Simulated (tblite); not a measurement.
# C5H7F3O: the cost of one run

Computed with tblite 0.8.0 and PySCF 2.14.0, with density-fitted response routines of our own, on a single molecule in the gas phase. Atoms are numbered from 0 throughout.

## 1. Starting geometry

16 atoms, charge 0, multiplicity 1; geometry from: force field or distance geometry start.

Bonds of the start (Å): C0–C1 1.34, C1–C2 1.47, C2–O3 1.39, O3–C4 1.37, C4–F5 1.38, C2–C6 1.52, C6–F7 1.37, C6–F8 1.41, C0–H9 1.07, C0–H10 1.09, C1–H11 1.10, C2–H12 1.10, C4–H13 1.13, C4–H14 1.10, C6–H15 1.09.

## 2. Optimising the geometry with GFN2-xTB

What the job is given:

```
{"job": {"kind": "relax", "xc": "GFN2-xTB", "basis": "xTB"}, "charge": 0, "multiplicity": 1}
C      2.273100    -0.260400     0.388200
C      1.010600    -0.501500     0.751200
C     -0.112800    -0.245200    -0.162400
O     -0.885600     0.766600     0.383200
C     -1.054600     1.858100    -0.429300
F     -1.836200     2.793600     0.221700
C     -0.965800    -1.508500    -0.147100
F     -0.241600    -2.591200    -0.557300
F     -1.371400    -1.720400     1.181700
H      2.538800     0.137000    -0.567200
H      3.065100    -0.470900     1.105800
H      0.775200    -0.908500     1.741800
H      0.233900    -0.013700    -1.177400
H     -0.050400     2.353400    -0.585000
H     -1.550700     1.644100    -1.389900
H     -1.835300    -1.323600    -0.769200
```

Command:

```console
OMP_NUM_THREADS=1 python probes_run.py task.json out
```

This one command runs all jobs of the session in turn.

**Question.** How long does this first job take on 1 thread of Arm Neoverse N1, shared host?

About 2 s.
